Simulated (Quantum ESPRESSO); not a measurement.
## PtSe: zone-centre phonons under several settings

```
Pt Se
1.0
     3.70187    0.00000    0.00000
    -1.85094    3.20591    0.00000
     0.00000    0.00000    3.61284
Pt Se
1 1
Cartesian
  0.0000 0.0000 0.0000
  1.8509 1.0686 1.8064
```

The cell comes from a database or a generator and needn't be the stable form of this composition.

All runs used Quantum ESPRESSO 7.5; k mesh 4 × 4 × 4, shifted; relaxed cell; no spin polarisation; cutoff 1170 eV; occupations fermi-dirac, width 0.05 eV.

```tsv
level	potentials	volume (Å³/atom)	lowest optical mode without the field (cm⁻¹)	highest optical mode without the field (cm⁻¹)
LDA	PseudoDojo 0.4.1 SR LDA standard	?	?	?
PBE	PseudoDojo 0.4.1 SR PBE standard	18.96	83i	89
PBEsol	PseudoDojo 0.4.1 SR PBEsol standard	18.09	59i	109
```

Question: What stands in the row left open?

Answer: Volume 17.74 Å³/atom; lowest optical mode without the field 55i cm⁻¹; highest optical mode without the field 115 cm⁻¹.

Values marked i are imaginary: the cell is unstable against those modes at that level, or the meshes are too thin.

Caveats: all runs use coarse meshes; the mesh is thin for the phonons of a metal; some modes are imaginary; the volume moved by over 15 % at a fixed basis, so the end points are rough (some runs).

For the row left open. Caveat: the k mesh is coarse (spacing up to 0.49 Å⁻¹), so the values aren't converged; the mesh is thin for the phonons of a metal; some modes are imaginary; the volume moved by over 15 % at a fixed basis, so the end points are rough.
